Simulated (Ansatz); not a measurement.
# Sn4As: one candidate of a structure search

Aim: relax a trial structure of Sn4As and see where it ends.

Program: Ansatz 0.2.0. Level of theory: DFT PBE, scalar-relativistic, plane waves, PAW. These are calculated values, not measurements.

**1. The structure to begin with**

The structure is cubic, space group Pm-3m (No. 221). Conventional cell: a = 5.363 Å, b = 5.363 Å, c = 5.363 Å, α = 90.00°, β = 90.00°, γ = 90.00°. Sn (site symmetry 4/mmm) has 2 As at 2.68 Å as nearest neighbours. Around Sn (site symmetry m-3m) lie 12 Sn at 3.79 Å. As (site symmetry m-3m) has 6 Sn at 2.68 Å as nearest neighbours.

Structure file:

```cif
data_structure
_symmetry_space_group_name_H-M 'P 1'
_symmetry_Int_Tables_number 1
_cell_length_a 5.3635
_cell_length_b 5.3635
_cell_length_c 5.3635
_cell_angle_alpha 90.000
_cell_angle_beta 90.000
_cell_angle_gamma 90.000
_cell_volume 154.29
loop_
_atom_site_label
_atom_site_type_symbol
_atom_site_fract_x
_atom_site_fract_y
_atom_site_fract_z
_atom_site_occupancy
Sn1 Sn 0.50000 0.00000 0.00000 1
Sn2 Sn 0.00000 0.50000 0.00000 1
Sn3 Sn 0.00000 0.00000 0.50000 1
Sn4 Sn 0.50000 0.50000 0.50000 1
As1 As 0.00000 0.00000 0.00000 1
```

A structure generator made this guess: random cell by space group and Wyckoff sites (Pm-3m, No. 221). The dimensions are guesses.

**2. A first look at the guess**

input.yaml reads:

```yaml
crystal:
  lattice:
    - [5.36346509, 0.0, 0.0]
    - [0.0, 5.36346509, 0.0]
    - [0.0, 0.0, 5.36346509]
  atoms:
    - { symbol: Sn, position: [0.5, 0.0, 0.0] }
    - { symbol: Sn, position: [0.0, 0.5, 0.0] }
    - { symbol: Sn, position: [0.0, 0.0, 0.5] }
    - { symbol: Sn, position: [0.5, 0.5, 0.5] }
    - { symbol: As, position: [0.0, 0.0, 0.0] }
basis:
  ecutwfc: 420
kpoints:
  mp_grid: { grid: [4, 4, 4] }
hamiltonian:
  xc: pbe
scf:
  occupations: { method: gaussian, width: 0.1 }
  lower_state_search: "off"
output:
  forces: true
  stress: true
  eigenvalues: true
```

On the command line:

```bash
$ ansatz run input.yaml --threads 1 --pin off --max-ram 2560MiB --backend cpu --events-out ev --progress --plain --runs-dir out
```

The session goes on with these runs: a loose first relaxation; full relaxation.

Q: Predict the outcome of this session. Wanted: conventional cell; volume; energy over the elements, grey Sn; gap on the mesh.

**Answer**, as computed:

```
                              quantity                                                                      value
symmetry at the end (tolerance 0.05 Å)                                                space group Pm-3m (No. 221)
                     conventional cell  a = 5.440 Å, b = 5.440 Å, c = 5.440 Å, α = 90.00°, β = 90.00°, γ = 90.00°
                                volume                                                              32.20 Å³/atom
     energy over the elements, grey Sn                                                              +0.42 eV/atom
                       gap on the mesh                                                               none (metal)
```

The space group Pm-3m (No. 221) is kept, and the volume per atom grows by 4.4 % from the first guess. With a positive formation energy it can't be a ground state. No finished test with a distortion of lower symmetry is shown, so the end may be a saddle point.
